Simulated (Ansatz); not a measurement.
**Co: spin spirals**

Aim: the energy of flat spin spirals in Co along Γ to K, by the generalised Bloch theorem, without spin-orbit coupling. Methods of the runs shown: LAPW. Companion runs by PAW are cited.

Method: DFT, LDA, all-electron LAPW, scalar-relativistic, in Ansatz 0.2.0.

## (1) Starting point

Symmetry: P-3m1, No. 164, trigonal system. Conventional cell: a = 2.487 Å, b = 2.487 Å, c = 4.063 Å, α = 90.00°, β = 90.00°, γ = 120.00°. Around Co (site symmetry 3m) lie 12 Co at 2.42 to 2.55 Å.

Coordinates:

```cif
data_structure
_symmetry_space_group_name_H-M 'P 1'
_symmetry_Int_Tables_number 1
_cell_length_a 2.4874
_cell_length_b 2.4874
_cell_length_c 4.0633
_cell_angle_alpha 90.000
_cell_angle_beta 90.000
_cell_angle_gamma 120.000
_cell_volume 21.77
loop_
_atom_site_label
_atom_site_type_symbol
_atom_site_fract_x
_atom_site_fract_y
_atom_site_fract_z
_atom_site_occupancy
Co1 Co 0.66667 0.33333 0.25986 1
Co2 Co 0.33333 0.66667 0.74014 1
```

Atoms are numbered in the order of the input: Co1, Co2.

## (2) Spiral at q = 0, LAPW

input.yaml

```yaml
crystal:
  lattice:
    - [2.4873648738, 0.0, 0.0]
    - [-1.2436824369, 2.1541211692, 0.0]
    - [0.0, 0.0, 4.0632895034]
  atoms:
    - { symbol: Co, position: [0.6666666667, 0.3333333333, 0.259861], spin: 1.6, spin_axis: [1.0, 0.0, 0.0] }
    - { symbol: Co, position: [0.3333333333, 0.6666666667, 0.740139], spin: 1.6, spin_axis: [1.0, 0.0, 0.0] }
magnetization:
  noncollinear: true
  spin_spiral: { q: [0.0, 0.0, 0.0] }
kpoints:
  mp_grid: { grid: [18, 18, 7] }
scf:
  occupations: { method: fermi_dirac, width: 0.08 }
  lower_state_search: "off"
hamiltonian:
  xc: lda
  pseudopotentials: { kind: all_electron, lapw: { basis_error: 0.001 } }
output:
  eigenvalues: false
```

The run is started by

```
> ansatz run input.yaml --threads 2 --pin off --max-ram 5120MiB --backend cpu --events-out ev --progress --plain --runs-dir out
```

The log of the run (excerpt; [...] marks lines left out):

```text
settings of this run that can trade accuracy for cost: output.eigenvalues: false. Do not mix this run's numbers with those of runs without the same settings; the input reference describes each key
LAPW: plane waves up to 9.283 Å⁻¹, error target 1.0e-3 eV per atom; small_component_spin mean_spin; Co in spheres of 1.211 Å, 17 of its electrons in bands, Dirac shells []
[...]
Pseudopotentials: kind: all_electron
Pseudopotential: Co, LAPW, valence charge 17, Koelling and Harmon's equation, gaussian nucleus
Functional definition: SPW92
[...]
Crystal: 2 atoms, lattice volume = 21.771 Å³
Basis set: ecut = 328.308299137222 eV, 313 PW (Γ), exchange–correlation at level 2
Bands: 42, of which v1, the nominal top of the filled ones, is band 34 counted from 1 (33 counted from 0)
Symmetry: 12 space group operations
k-points: 229 of 2268
Spin spiral: q = (0, 0, 0) of the reciprocal vectors; moments are told in the frame that turns with it, a site's in that at the site
[...]
Starting moments: Σ|m| = 3.2 μB on 2 of 2 sites
[...]
SCF iter   1: F=—  HF=-75708.479081 eV  |F-HF|=—  |Δ(HF+E_count)|=         —  Δρ=1.37e-2  dr2=6.50e-2  dr2_m=7.01e-3  ethr=1.91e-4  |M|=3.06e0 ∫|m|=3.14e0 μB  β_m=1.00  ⟨swp⟩=2.8  Hψ=71954  notcnv=0
[...]
the basis was enlarged: its passes take 1.9 MiB over the memory plan, 2 of 2 planned eigensolver slots
[...]
spin-set hold released at iteration 5 (site moments contracting): the magnetisation degrees of freedom join the quasi-Newton model from the next iteration; the mixer history was flushed
[...]
SCF iter   9: F=-75708.483233 eV  HF=-75708.483233 eV  |F-HF|=3.01e-9  |Δ(HF+E_count)|=   1.70e-7  Δρ=1.61e-5  dr2=2.96e-8  dr2_m=2.73e-10  ethr=4.45e-10  |M|=3.16e0 ∫|m|=3.38e0 μB  ⟨swp⟩=2.0  Hψ=28065  notcnv=0
[...]
SCF converged after 9 iterations
Magnetization: |M| = 3.1571 μB,  M = (+3.1571, -0.0000, +0.0000) μB
Absolute magnetization: 3.3805 μB (∫|m|)
  site 0: m = (+1.6228, -0.0000, +0.0000) μB, |m| = 1.6228 μB  (R = 1.21 Å)
  site 1: m = (+1.6228, -0.0000, +0.0000) μB, |m| = 1.6228 μB  (R = 1.21 Å)
Free energy (F): -75708.483233 eV
[...]
E sigma→0 (E₀):  -75708.464305 eV
Entropy (-TS):   -0.037857 eV (-18.928 meV/atom)
Fermi energy:    18.556749 eV
[...]
settings of this run that can trade accuracy for cost: output.eigenvalues: false. Do not mix this run's numbers with those of runs without the same settings; the input reference describes each key
```

It took 2 min on 2 threads of Intel Xeon 6975P-C (Granite Rapids), shared host; peak memory 1.3 GiB.

In short: moment of the cell in the turning frame 3.16 μB; moments (x, y, z) Co1 (1.62, 0.00, 0.00), Co2 (1.62, 0.00, 0.00) μB.

## (3) Spiral at 0.333 of the way from Γ to K, LAPW

Edit input.yaml of step 2 so:

```diff
@@ -10,3 +10,3 @@
   noncollinear: true
-  spin_spiral: { q: [0.0, 0.0, 0.0] }
+  spin_spiral: { q: [0.1111111111, 0.1111111111, 0.0] }
 kpoints:
```

The run is started by

```
> ansatz run input.yaml --threads 2 --pin off --max-ram 5120MiB --backend cpu --events-out ev --progress --plain --runs-dir out
```

The log of the run (excerpt; [...] marks lines left out):

```text
settings of this run that can trade accuracy for cost: output.eigenvalues: false. Do not mix this run's numbers with those of runs without the same settings; the input reference describes each key
LAPW: plane waves up to 9.283 Å⁻¹, error target 1.0e-3 eV per atom; small_component_spin mean_spin; Co in spheres of 1.211 Å, 17 of its electrons in bands, Dirac shells []
[...]
[... 3 set-up lines as earlier in the session ...]
[...]
Crystal: 2 atoms, lattice volume = 21.771 Å³
Basis set: ecut = 328.308299137222 eV, 309 PW (Γ), exchange–correlation at level 2
Bands: 42, of which v1, the nominal top of the filled ones, is band 34 counted from 1 (33 counted from 0)
Symmetry: 2 space group operations
k-points: 604 of 2268
[...]
spin-set hold released at iteration 9 (site moments contracting): the magnetisation degrees of freedom join the quasi-Newton model from the next iteration; the mixer history was flushed
[...]
SCF iter  13: F=-75708.364793 eV  HF=-75708.364793 eV  |F-HF|=2.76e-9  |Δ(HF+E_count)|=   4.19e-6  Δρ=6.74e-6  dr2=6.20e-10  dr2_m=3.16e-9  ethr=2.56e-11  |M|=2.80e0 ∫|m|=3.05e0 μB  ⟨swp⟩=3.7  Hψ=95987  notcnv=0
[...]
SCF converged after 13 iterations
Magnetization: |M| = 2.7999 μB,  M = (+2.7999, -0.0000, +0.0000) μB
Absolute magnetization: 3.0474 μB (∫|m|)
  site 0: m = (+1.4668, -0.0000, +0.0000) μB, |m| = 1.4668 μB  (R = 1.21 Å)
  site 1: m = (+1.4668, -0.0000, +0.0000) μB, |m| = 1.4668 μB  (R = 1.21 Å)
Free energy (F): -75708.364793 eV
[...]
E sigma→0 (E₀):  -75708.336847 eV
Entropy (-TS):   -0.055892 eV (-27.946 meV/atom)
Fermi energy:    18.593348 eV
[...]
settings of this run that can trade accuracy for cost: output.eigenvalues: false. Do not mix this run's numbers with those of runs without the same settings; the input reference describes each key
```

It took 8 min on 2 threads of Intel Xeon 6975P-C (Granite Rapids), shared host; peak memory 2.9 GiB.

Result: moment of the cell in the turning frame 2.80 μB; moments (x, y, z) Co1 (1.47, 0.00, 0.00), Co2 (1.47, 0.00, 0.00) μB.

## (4) Spiral at 0.833 of the way from Γ to K, LAPW

Edit input.yaml of step 3 so:

```diff
@@ -10,5 +10,5 @@
   noncollinear: true
-  spin_spiral: { q: [0.1111111111, 0.1111111111, 0.0] }
+  spin_spiral: { q: [0.2777777778, 0.2777777778, 0.0] }
 kpoints:
-  mp_grid: { grid: [18, 18, 7] }
+  mp_grid: { grid: [18, 18, 7], shift: [0.5, 0.5, 0.0] }
 scf:
```

The run is started by

```
> ansatz run input.yaml --threads 2 --pin off --max-ram 5120MiB --backend cpu --events-out ev --progress --plain --runs-dir out
```

The log of the run (excerpt; [...] marks lines left out):

```text
settings of this run that can trade accuracy for cost: output.eigenvalues: false. Do not mix this run's numbers with those of runs without the same settings; the input reference describes each key
LAPW: plane waves up to 9.283 Å⁻¹, error target 1.0e-3 eV per atom; small_component_spin mean_spin; Co in spheres of 1.211 Å, 17 of its electrons in bands, Dirac shells []
[...]
[... 3 set-up lines as earlier in the session ...]
[...]
Crystal: 2 atoms, lattice volume = 21.771 Å³
Basis set: ecut = 328.308299137222 eV, 307 PW (Γ), exchange–correlation at level 2
Bands: 42, of which v1, the nominal top of the filled ones, is band 34 counted from 1 (33 counted from 0)
[... 1 set-up line as earlier in the session ...]
k-points: 603 of 2268
[...]
the basis was enlarged: its passes take 1.9 MiB over the memory plan, 2 of 2 planned eigensolver slots
[...]
SCF iter  17: F=-75708.176779 eV  HF=-75708.176779 eV  |F-HF|=7.31e-8  |Δ(HF+E_count)|=   4.99e-8  Δρ=9.67e-6  dr2=6.96e-8  dr2_m=4.42e-10  ethr=4.24e-11  |M|=1.59e0 ∫|m|=1.83e0 μB  ⟨swp⟩=3.0  Hψ=87645  notcnv=0
[...]
SCF converged after 17 iterations
Magnetization: |M| = 1.5860 μB,  M = (+1.5860, +0.0000, +0.0000) μB
Absolute magnetization: 1.8269 μB (∫|m|)
  site 0: m = (+0.8934, +0.0000, +0.0000) μB, |m| = 0.8934 μB  (R = 1.21 Å)
  site 1: m = (+0.8934, +0.0000, +0.0000) μB, |m| = 0.8934 μB  (R = 1.21 Å)
Free energy (F): -75708.176779 eV
[...]
E sigma→0 (E₀):  -75708.126382 eV
Entropy (-TS):   -0.100794 eV (-50.397 meV/atom)
Fermi energy:    18.566827 eV
[...]
settings of this run that can trade accuracy for cost: output.eigenvalues: false. Do not mix this run's numbers with those of runs without the same settings; the input reference describes each key
```

Run time: 11 min. Hardware: 2 threads of Intel Xeon 6975P-C (Granite Rapids), shared host; peak memory 3 GiB.

In short: moment of the cell in the turning frame 1.59 μB; moments (x, y, z) Co1 (0.89, 0.00, 0.00), Co2 (0.89, 0.00, 0.00) μB.

## (5) Side by side

Rows by PAW come from runs of the same series that aren't printed here.

Free energies are per magnetic atom (2 in the cell), from each method's spiral at q = 0. Moments are those in the frame that turns with the spiral.

| run | method | energy from the method's reference (meV/magnetic atom) | total moment (μB) | largest site moment (μB) | cycles | time |
| --- | --- | --- | --- | --- | --- | --- |
| 0 of Γ–K, q = (0.000, 0.000, 0.000) | LAPW | 0.0 | 3.16 | 1.62 | 9 | 2 min |
| 0.333 of Γ–K, q = (0.111, 0.111, 0.000) | LAPW | 59.2 | 2.80 | 1.47 | 13 | 8 min |
| 0.833 of Γ–K, q = (0.278, 0.278, 0.000) | LAPW | 153.2 | 1.59 | 0.89 | 17 | 11 min |
| 0 of Γ–K, q = (0.000, 0.000, 0.000) | PAW | 0.0 | 3.16 | 1.63 | 11 | 23 s |
| 0.167 of Γ–K, q = (0.056, 0.056, 0.000) | PAW | 17.1 | 3.07 | 1.59 | 12 | 58 s |
| 0.333 of Γ–K, q = (0.111, 0.111, 0.000) | PAW | 59.3 | 2.80 | 1.47 | 16 | 73 s |
| 0.5 of Γ–K, q = (0.167, 0.167, 0.000) | PAW | 107.7 | 2.40 | 1.28 | 13 | 68 s |
| 0.667 of Γ–K, q = (0.222, 0.222, 0.000) | PAW | 139.2 | 1.93 | 1.05 | 16 | 84 s |
| 0.833 of Γ–K, q = (0.278, 0.278, 0.000) | PAW | 153.3 | 1.59 | 0.88 | 18 | 95 s |
| 1 of Γ–K, q = (0.333, 0.333, 0.000) | PAW | 161.1 | 1.29 | 0.75 | 20 | 1.9 min |

## (6) Summary of results

```
                        quantity               value
lowest of the spirals run (LAPW)  0 of Γ–K, +0.0 meV
   energy at 0.833 of Γ–K (LAPW)          +153.2 meV
 lowest of the spirals run (PAW)  0 of Γ–K, +0.0 meV
        energy at 1 of Γ–K (PAW)          +161.1 meV
```

In words: By LAPW the energy rises from q = 0 on, to +153.2 meV a magnetic atom at 0.833 of the way: along this line the ferromagnet is stable. The moment changes from 1.62 to 0.89 μB on the way, so a model of rigid moments is poor here. Other magnetic orders may lie lower; this is the state that the run reached. The k mesh (18×18×7) wasn't tested for convergence.
